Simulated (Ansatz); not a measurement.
# Ga2C3N6: the cost of one run

Program: Ansatz 0.2.0. Level of theory: DFT, PBE, plane-wave PAW, default files, scalar-relativistic, as far as a step names no other. These are calculated values, not measurements.

### Step 1. Starting point

The structure is trigonal, space group R-3c (No. 167). The conventional cell has a = 5.687 Å, b = 5.687 Å, c = 28.008 Å, α = 90.00°, β = 90.00°, γ = 120.00°. Around Ga (site symmetry 3) lie 6 N at 2.05 to 2.13 Å. C (site symmetry 2) has 2 N at 1.23 Å as nearest neighbours. Around N (site symmetry 1) lie 1 C at 1.23 Å.

As a file:

```cif
data_structure
_symmetry_space_group_name_H-M 'P 1'
_symmetry_Int_Tables_number 1
_cell_length_a 9.8965
_cell_length_b 9.8965
_cell_length_c 9.8965
_cell_angle_alpha 33.396
_cell_angle_beta 33.396
_cell_angle_gamma 33.396
_cell_volume 261.49
loop_
_atom_site_label
_atom_site_type_symbol
_atom_site_fract_x
_atom_site_fract_y
_atom_site_fract_z
_atom_site_occupancy
Ga1 Ga 0.66373 0.66373 0.66373 1
Ga2 Ga 0.16373 0.16373 0.16373 1
Ga3 Ga 0.33627 0.33627 0.33627 1
Ga4 Ga 0.83627 0.83627 0.83627 1
C1 C 0.25000 0.94115 0.55885 1
C2 C 0.94115 0.55885 0.25000 1
C3 C 0.55885 0.25000 0.94115 1
C4 C 0.44115 0.75000 0.05885 1
C5 C 0.75000 0.05885 0.44115 1
C6 C 0.05885 0.44115 0.75000 1
N1 N 0.35067 0.96103 0.56632 1
N2 N 0.96103 0.56632 0.35067 1
N3 N 0.56632 0.35067 0.96103 1
N4 N 0.46103 0.85067 0.06632 1
N5 N 0.85067 0.06632 0.46103 1
N6 N 0.06632 0.46103 0.85067 1
N7 N 0.64933 0.03897 0.43368 1
N8 N 0.03897 0.43368 0.64933 1
N9 N 0.43368 0.64933 0.03897 1
N10 N 0.53897 0.14933 0.93368 1
N11 N 0.14933 0.93368 0.53897 1
N12 N 0.93368 0.53897 0.14933 1
```

### Step 2. Single point at the given positions

The input, input.yaml:

```yaml
crystal:
  lattice:
    - [2.8435002006, 1.6416956063, 9.3359842943]
    - [-2.8435002006, 1.6416956063, 9.3359842943]
    - [0.0, -3.2833912126, 9.3359842943]
  atoms:
    - { symbol: Ga, position: [0.663732, 0.663732, 0.663732] }
    - { symbol: Ga, position: [0.163732, 0.163732, 0.163732] }
    - { symbol: Ga, position: [0.336268, 0.336268, 0.336268] }
    - { symbol: Ga, position: [0.836268, 0.836268, 0.836268] }
    - { symbol: C, position: [0.25, 0.9411485, 0.5588515] }
    - { symbol: C, position: [0.9411485, 0.5588515, 0.25] }
    - { symbol: C, position: [0.5588515, 0.25, 0.9411485] }
    - { symbol: C, position: [0.4411485, 0.75, 0.0588515] }
    - { symbol: C, position: [0.75, 0.0588515, 0.4411485] }
    - { symbol: C, position: [0.0588515, 0.4411485, 0.75] }
    - { symbol: "N", position: [0.350667, 0.961028, 0.566316] }
    - { symbol: "N", position: [0.961028, 0.566316, 0.350667] }
    - { symbol: "N", position: [0.566316, 0.350667, 0.961028] }
    - { symbol: "N", position: [0.461028, 0.850667, 0.066316] }
    - { symbol: "N", position: [0.850667, 0.066316, 0.461028] }
    - { symbol: "N", position: [0.066316, 0.461028, 0.850667] }
    - { symbol: "N", position: [0.649333, 0.038972, 0.433684] }
    - { symbol: "N", position: [0.038972, 0.433684, 0.649333] }
    - { symbol: "N", position: [0.433684, 0.649333, 0.038972] }
    - { symbol: "N", position: [0.538972, 0.149333, 0.933684] }
    - { symbol: "N", position: [0.149333, 0.933684, 0.538972] }
    - { symbol: "N", position: [0.933684, 0.538972, 0.149333] }
kpoints:
  mp_grid: { grid: [6, 6, 6] }
scf:
  occupations: { method: fermi_dirac, width: 0.02 }
hamiltonian:
  xc: pbe
  pseudopotentials: { kind: paw }
output:
  forces: true
  stress: true
  populations: true
  efg:
    quadrupole_moments_barn: { Ga: 0.107, "N": 0.02044 }
    contact_densities: true
```

Started as:

```sh
$ ansatz run input.yaml --threads 1 --pin off --max-ram 2560MiB --backend cpu --events-out ev --progress --plain --runs-dir out
```

What time and memory should one allow on 1 thread of AMD EPYC 7R13 (Zen 3), shared host?

About 46 s, with a peak of 1 GiB.
